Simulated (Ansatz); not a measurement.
# BFH4O2Si: a ladder of functionals and wavefunction methods

An exercise on one series of results from a longer session: the logs are not shown, and one member is left open.

Method: functionals in def2-TZVPP, the program's frozen cores in correlated methods; program: Ansatz 0.2.0, Gaussian basis.

The runs, in order: LDA (SPW92), PBE-D4, revPBE-D4, BLYP-D4, r2SCAN-D4, B97M-V, PBE0-D4, B3LYP-D4, r2SCANh-D4, r2SCAN0-D4, HSE06-D4, BHLYP-D4, CAM-B3LYP-D4, LC-ωPBE, ωB97X-V, ωB97M-V, B2PLYP, PBE-QIDH; CCSD(T)/def2-SVP; CCSD(T)/def2-TZVPP; MP2/def2-QZVPP; extrapolation to the limit; RPA on PBE.

## The geometry

An earlier PBE0-D4 in a triple-zeta def2 set relaxation fixed the geometry.

SMILES `O[SiH2]B(O)F`, 9 atoms, charge 0, spin multiplicity 1.

Atoms are counted from 1 here; the program's logs count them from 0.

Bond lengths: O1–Si2 1.653 Å, O1–H6 0.958 Å, Si2–B3 2.035 Å, Si2–H7 1.484 Å, Si2–H8 1.493 Å, B3–O4 1.347 Å, B3–F5 1.342 Å, O4–H9 0.965 Å. Angles: Si2–O1–H6 117.1°, O1–Si2–B3 110.9°, O1–Si2–H7 106.4°, O1–Si2–H8 111.4°, B3–Si2–H7 111.6°, B3–Si2–H8 108.7°, H7–Si2–H8 107.8°, Si2–B3–O4 121.6°, Si2–B3–F5 119.7°, O4–B3–F5 118.7°, B3–O4–H9 113.7°.

Coordinates:

```tsv
atom	x (Å)	y (Å)	z (Å)
O1	1.1525	0.6501	1.7029
Si2	0.8376	-0.4398	0.5002
B3	-0.7015	0.1940	-0.6709
O4	-0.9680	-0.3816	-1.8590
F5	-1.4885	1.1969	-0.2504
H6	0.4010	1.0981	2.0929
H7	2.0933	-0.5798	-0.2781
H8	0.4933	-1.7816	1.0563
H9	-1.7313	-0.0026	-2.3111
```

The first run:

in.yaml

```yaml
crystal:
  periodic: [false, false, false]
  atoms:
    - {symbol: O, position_ang: [1.152495, 0.650068, 1.702950]}
    - {symbol: Si, position_ang: [0.837636, -0.439796, 0.500221]}
    - {symbol: B, position_ang: [-0.701493, 0.193996, -0.670946]}
    - {symbol: O, position_ang: [-0.967976, -0.381619, -1.858983]}
    - {symbol: F, position_ang: [-1.488497, 1.196945, -0.250389]}
    - {symbol: H, position_ang: [0.401036, 1.098109, 2.092888]}
    - {symbol: H, position_ang: [2.093272, -0.579781, -0.278072]}
    - {symbol: H, position_ang: [0.493293, -1.781609, 1.056345]}
    - {symbol: H, position_ang: [-1.731266, -0.002612, -2.311113]}
basis:
  gaussian: {orbitals: def2-TZVPP}
hamiltonian: {xc: lda}
output: {orbitals: {seedname: orbitals}}
```

Among the steps run: LDA; PBE-D4 (GGA); revPBE-D4 (GGA); BLYP-D4 (GGA); r2SCAN-D4 (meta-GGA); B97M-V (meta-GGA); PBE0-D4 (hybrid); B3LYP-D4 (hybrid); r2SCANh-D4 (hybrid); r2SCAN0-D4 (hybrid); HSE06-D4 (hybrid); BHLYP-D4 (hybrid); CAM-B3LYP-D4 (range-separated); LC-ωPBE (range-separated); ωB97X-V (range-separated); ωB97M-V (range-separated); B2PLYP (double hybrid); PBE-QIDH (double hybrid).

One table of the session follows, with a row left open; its other results are not shown here.

It belongs to the step «Frontier levels by functional». 

```
  functional  HOMO (eV)  gap (eV)
 LDA (SPW92)      -6.89      5.16
      PBE-D4      -6.79      5.31
   revPBE-D4      -6.74      5.37
     BLYP-D4      -6.71      5.38
   r2SCAN-D4      -7.11      5.90
      B97M-V      -7.21      5.87
     PBE0-D4      -8.21      7.68
    B3LYP-D4      -8.02      7.27
  r2SCANh-D4      -7.64      6.76
  r2SCAN0-D4      -8.43      8.05
    HSE06-D4      -7.81      6.89
    BHLYP-D4      -9.58     10.06
CAM-B3LYP-D4      -9.64     10.23
     LC-ωPBE     -10.95     12.74
     ωB97X-V          ?         ?
     ωB97M-V     -10.44     11.89
```

**Question.** Estimate the row for ωB97X-V.

As computed: HOMO (eV): -10.62; gap (eV): 12.31. In the column «HOMO (eV)» it lies between LC-ωPBE (-10.95) and ωB97M-V (-10.44).
